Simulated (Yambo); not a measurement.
**Ta2C: optical spectrum with LDA**

Ta2C:

```
Ta C
1.0
     3.10590    0.00000    0.00000
    -1.55295    2.68979    0.00000
     0.00000    0.00000    4.94640
Ta C
2 1
Cartesian
  1.5530 0.8966 3.6999
  0.0000 1.7932 1.2465
  0.0000 0.0000 0.0000
```

```yaml
Program: Yambo 5.3.0
Task: optical spectrum
Functional: LDA
Potentials_or_basis: PseudoDojo 0.4.1 SR LDA standard
Cutoff: 1116 eV
Density_cutoff: 4463 eV
k_mesh: 9 × 9 × 6
Occupations: fermi-dirac, width 0.05 eV
Spin: no spin polarisation
k_mesh_of_the_self-consistent_run: 12 × 12 × 6
Form_of_the_LDA: PW92
Direction_of_the_field_or_of_q_to_0: y
Broadening: 0.05 eV
Kernel: none (independent particles)
Top_of_the_energy_range: 30 eV
Energy_points: 200
Correction_of_the_levels: none
Bands_in_the_response: 30
```

```
Band gap on the k mesh, mean-field level : none (metal or under the smearing width)
```

Dielectric function (along the field direction of the input):
| energy (eV) | real part | imaginary part |
| --- | --- | --- |
| 0.30 | 10.56 | 41.64 |
| 0.75 | 50.06 | 55.07 |
| 1.21 | 24.10 | 43.21 |
| 1.81 | 11.09 | 19.07 |
| 2.26 | 11.08 | 16.84 |
| 2.71 | 1.95 | 17.99 |
| 3.32 | 5.66 | 14.56 |
| 3.77 | 3.40 | 15.95 |
| 4.22 | 3.49 | 15.40 |
| 4.82 | 0.41 | 12.61 |
| 5.28 | -2.85 | 11.17 |
| 5.73 | 0.03 | 9.08 |
| 6.33 | -0.12 | 9.49 |
| 6.78 | -1.50 | 7.95 |
| 7.24 | -0.78 | 6.10 |
| 7.84 | -1.29 | 6.37 |
| 8.29 | -0.34 | 4.92 |
| 8.74 | 0.18 | 7.33 |
| 9.35 | -0.98 | 7.67 |
| 9.80 | -3.53 | 6.27 |
| 10.25 | -3.22 | 5.77 |
| 10.85 | -2.59 | 3.37 |
| 11.31 | -2.31 | 2.94 |
| 11.76 | -2.93 | 3.26 |
| 12.36 | -1.67 | 3.53 |
| 12.81 | -2.28 | 2.56 |
| 13.27 | -1.86 | 1.69 |
| 13.87 | -0.86 | 2.80 |
| 14.32 | -1.42 | 1.30 |
| 14.77 | -1.36 | 1.28 |
| 15.38 | -1.21 | 1.54 |
| 15.83 | -1.44 | 1.43 |
| 16.28 | -1.23 | 0.77 |
| 16.88 | -1.20 | 0.82 |
| 17.34 | -0.84 | 0.72 |
| 17.79 | -0.71 | 0.81 |
| 18.39 | -0.56 | 0.85 |
| 18.84 | -0.40 | 0.71 |
| 19.30 | -0.43 | 0.86 |
| 19.90 | -0.61 | 0.57 |

Energy-loss function:
```tsv
energy (eV)	loss
0.0	0.000
1.4	0.033
2.6	0.043
3.9	0.068
5.3	0.084
6.5	0.097
7.8	0.151
9.2	0.133
10.4	0.149
11.8	0.170
13.1	0.199
14.3	0.350
15.7	0.409
16.9	0.390
18.2	0.776
19.6	0.741
20.8	0.989
22.2	2.700
23.5	2.823
24.7	0.874
26.1	0.810
27.4	0.220
28.6	0.056
30.0	0.019
```

Wall time 5.9 min on 1 thread of Intel(R) Xeon(R) Processor @ 2.50GHz (Skylake/Cascade Lake) (shared host).

Caveat: the intraband (Drude) term of the metal is left out; the ground state has no gap, which makes the many-body step unreliable; spectra need much finer meshes, so this one isn't converged; independent-particle spectra lack excitons. Spin-orbit coupling is left out, which matters for the levels of Ta.
